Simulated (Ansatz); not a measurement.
# GeHO (quartet): the correlation ladder at angle O2–Ge1–H3 = 125.1°, cc-pVDZ

Aim: climb from Hartree-Fock through coupled cluster and multireference methods for GeHO (quartet) at one geometry and basis, and see what each rung misses.

Method: cc-pVDZ, core rule «outside noble gas», up to 15 orbitals frozen; program: Ansatz 0.2.0, Gaussian basis.

To be run: UHF; CCSD(T) on ROHF; CCSD(T) on UHF; BCCD(T) on ROHF; CISD; CCSDT(Q) on ROHF; CCSDT(Q) on UHF; CASSCF and MRCISD+Q, 5 electrons in 5 orbitals; CASSCF and NEVPT2, 5 electrons in 5 orbitals.

30 further runs of the same task are left out: 15 for a known fault of the program, 12 that didn't finish, 3 set aside as unsound or not needed.

## Step 1: The system

The geometry derives from a PBE0/def2-TZVP stationary point (not a proven minimum). One angle is set to the value named; bond lengths are kept. No spin-orbit coupling is included. The filled d shell of Ge may be among the frozen orbitals whatever the setting's name suggests; the logs give the count.

3 atoms, charge 0, spin multiplicity 4.

Atoms are counted from 1 here; the program's logs count them from 0.

Bond lengths: Ge1–O2 1.855 Å, Ge1–H3 1.563 Å. Angles: O2–Ge1–H3 125.1°.

## Step 2: UHF

The input, in.yaml:

```yaml
crystal:
  periodic: [false, false, false]
  atoms:
    - {symbol: Ge, position_ang: [0.000000, -0.006202, 0.321237]}
    - {symbol: O, position_ang: [0.000000, -0.053405, -1.533248]}
    - {symbol: H, position_ang: [0.000000, 1.294710, 1.186935]}
basis:
  gaussian: {orbitals: cc-pVDZ}
magnetization: {spin_polarized: true, initial_magnetization: 3}
hamiltonian: {xc: hf}
output: {orbitals: {seedname: orbitals}}
```

On the command line:

```
$ ansatz run in.yaml --threads 1 --pin off --events-out ev --progress --plain --max-ram 2393MiB
```

Further steps of the session: CCSD(T) on ROHF; CCSD(T) on UHF; BCCD(T) on ROHF; CISD; CCSDT(Q) on ROHF; CCSDT(Q) on UHF; CASSCF and MRCISD+Q, 5 electrons in 5 orbitals; CASSCF and NEVPT2, 5 electrons in 5 orbitals.

Before running them: what should the planned runs give, taken together? Wanted: UCCSDT(Q) below the RHF energy; RMP2 from UCCSDT(Q); UMP2 from UCCSDT(Q); RCCSD from UCCSDT(Q); RCCSD(T) from UCCSDT(Q); UCCSD(T) from UCCSDT(Q); RCCSDT(Q) from UCCSDT(Q); NEVPT2 pair from UCCSDT(Q); MRCISD+Q pair from UCCSDT(Q).

As calculated:

| quantity | value |
| --- | --- |
| UCCSDT(Q) below the RHF energy | -6.5521 eV |
| RMP2 from UCCSDT(Q) | +21.22 kcal/mol |
| UMP2 from UCCSDT(Q) | +21.11 kcal/mol |
| RCCSD from UCCSDT(Q) | +4.76 kcal/mol |
| RCCSD(T) from UCCSDT(Q) | +1.31 kcal/mol |
| UCCSD(T) from UCCSDT(Q) | +1.09 kcal/mol |
| RCCSDT(Q) from UCCSDT(Q) | +0.29 kcal/mol |
| NEVPT2 pair from UCCSDT(Q) | +21.06 kcal/mol |
| MRCISD+Q pair from UCCSDT(Q) | +1.82 kcal/mol |
| levels within 1 kcal/mol (43 meV) | RCCSDT, UCCSDT, RCCSDT(Q) |
| T1 diagnostic | 0.029 |

In words: RCCSD(T) lands +1.31 kcal/mol from the yardstick (0.9 % of the correlation energy). Of the multireference levels listed MRCISD+Q pair comes nearest in total energy (+1.82 kcal/mol), which doesn't show that its space is the better one. These misses are within one basis, not against nature; the frozen cores of restricted and unrestricted runs differ, which can shift their rows.
